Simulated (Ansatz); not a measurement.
**CH7AlN2: small, medium and large basis sets**

The task here is to estimate one member of a computed series from the others.

Method: one geometry, several basis sets; program: Ansatz 0.2.0, Gaussian basis.

Levels to be run: PBE0-D4/def2-SVP; ωB97M-V/def2-SVP; PBE0-D4/def2-QZVPP; ωB97M-V/def2-QZVPP; the functionals' def2-TZVPP values are taken from earlier runs.

## The relaxed structure

The geometry comes from an earlier relaxation with PBE0-D4 in a triple-zeta def2 set; it is a stationary point, not always the lowest conformer.

SMILES `NC[NH][AlH2]`, 11 atoms, charge 0, spin multiplicity 1.

Atoms are counted from 1 here; the program's logs count them from 0.

Bond lengths: N1–C2 1.452 Å, N1–H5 1.013 Å, N1–H6 1.013 Å, C2–N3 1.438 Å, C2–H7 1.098 Å, C2–H8 1.101 Å, N3–Al4 1.770 Å, N3–H9 1.012 Å, Al4–H10 1.585 Å, Al4–H11 1.583 Å. Angles: C2–N1–H5 111.0°, C2–N1–H6 110.3°, H5–N1–H6 108.0°, N1–C2–N3 110.6°, N1–C2–H7 106.6°, N1–C2–H8 114.0°, N3–C2–H7 111.4°, N3–C2–H8 107.5°, H7–C2–H8 106.6°, C2–N3–Al4 128.5°, C2–N3–H9 110.5°, Al4–N3–H9 121.0°, N3–Al4–H10 117.4°, N3–Al4–H11 117.8°, H10–Al4–H11 124.8°.

Geometry (Å):

```xyz
11
CH7AlN2
N    -1.1276    1.4493    0.1966
C     0.0541    0.8096   -0.3532
N     0.5217   -0.2292    0.5236
Al    0.7764   -1.9426    0.1621
H    -1.3869    2.2624   -0.3488
H    -1.9108    0.8064    0.1908
H     0.8091    1.5977   -0.4786
H    -0.1001    0.3598   -1.3464
H     0.6721    0.1346    1.4554
H     0.4407   -2.4348   -1.3062
H     1.3167   -2.8702    1.3255
```

The first run:

Input file in.yaml:

```yaml
crystal:
  periodic: [false, false, false]
  atoms:
    - {symbol: N, position_ang: [-1.127634, 1.449304, 0.196556]}
    - {symbol: C, position_ang: [0.054131, 0.809619, -0.353246]}
    - {symbol: N, position_ang: [0.521671, -0.229226, 0.523559]}
    - {symbol: Al, position_ang: [0.776400, -1.942619, 0.162112]}
    - {symbol: H, position_ang: [-1.386936, 2.262437, -0.348777]}
    - {symbol: H, position_ang: [-1.910774, 0.806436, 0.190824]}
    - {symbol: H, position_ang: [0.809057, 1.597676, -0.478596]}
    - {symbol: H, position_ang: [-0.100085, 0.359789, -1.346373]}
    - {symbol: H, position_ang: [0.672108, 0.134580, 1.455428]}
    - {symbol: H, position_ang: [0.440749, -2.434803, -1.306216]}
    - {symbol: H, position_ang: [1.316715, -2.870193, 1.325530]}
basis:
  gaussian: {orbitals: def2-SVP}
hamiltonian: {xc: pbe0, dispersion: d4}
output: {orbitals: {seedname: orbitals}}
```

Command:

```bash
$ ansatz run in.yaml --threads 2 --pin off --events-out ev --progress --plain --max-ram 4352MiB
```

Among the steps run: PBE0-D4 in def2-SVP; ωB97M-V in def2-SVP; PBE0-D4 in def2-QZVPP; ωB97M-V in def2-QZVPP.

One table of the session follows, with a row left open; its other results are not shown here.

It belongs to the step «Density functionals: the series». 

| functional | basis | HOMO (eV) |
| --- | --- | --- |
| PBE0-D4 | def2-SVP | -6.67 |
| PBE0-D4 | def2-TZVPP | -6.88 |
| PBE0-D4 | def2-QZVPP | -6.92 |
| ωB97M-V | def2-SVP | -9.02 |
| ωB97M-V | def2-TZVPP | -9.24 |
| ωB97M-V | def2-QZVPP | ? |

Estimate the missing values for ωB97M-V, def2-QZVPP.

As computed: HOMO (eV): -9.28. In the column «HOMO (eV)» it is the lowest.
